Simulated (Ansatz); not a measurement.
# ClFGeH2: the cost of one run

Program: Ansatz 0.2.0. Level of theory: RHF/def2-SVP. These are calculated values, not measurements.

## 1. The system as given

Bond lengths: Ge1–Cl2 2.220 Å, Ge1–H3 1.550 Å, Ge1–F4 1.679 Å, Ge1–H5 1.549 Å. Angles: Cl2–Ge1–H3 109.5°, Cl2–Ge1–F4 109.5°, Cl2–Ge1–H5 109.5°, H3–Ge1–F4 109.5°, H3–Ge1–H5 109.5°, F4–Ge1–H5 109.5°.

Coordinates:

```xyz
5

Ge    0.0000    0.0000    0.0000
Cl    0.0000    0.0000    2.2200
H     1.4616    0.0000   -0.5162
F    -0.7913    1.3709   -0.5594
H    -0.7300   -1.2648   -0.5162
```

## 2. Preparing the start

File input.yaml:

```yaml
crystal:
  periodic: [false, false, false]
  atoms:
    - { symbol: Ge, position_ang: [0.0, 0.0, 0.0] }
    - { symbol: Cl, position_ang: [0.0, 0.0, 2.22] }
    - { symbol: H, position_ang: [1.4616, 0.0, -0.5162] }
    - { symbol: F, position_ang: [-0.7913, 1.3709, -0.5594] }
    - { symbol: H, position_ang: [-0.73, -1.2648, -0.5162] }
basis:
  gaussian: { orbitals: def2-SVP }
hamiltonian:
  xc: hf
relax:
  f_tol: 0.02
  max_steps: 40
```

Run with:

```bash
$ ansatz run input.yaml --threads 1 --pin off --max-ram 2048MiB --backend cpu --events-out ev --progress --plain --runs-dir out
```

What time and memory should one allow on 1 thread of INTEL XEON PLATINUM 8581C at 2.30GHz (Emerald Rapids), shared host?

About 5.5 s, with a peak of 0.15 GiB.
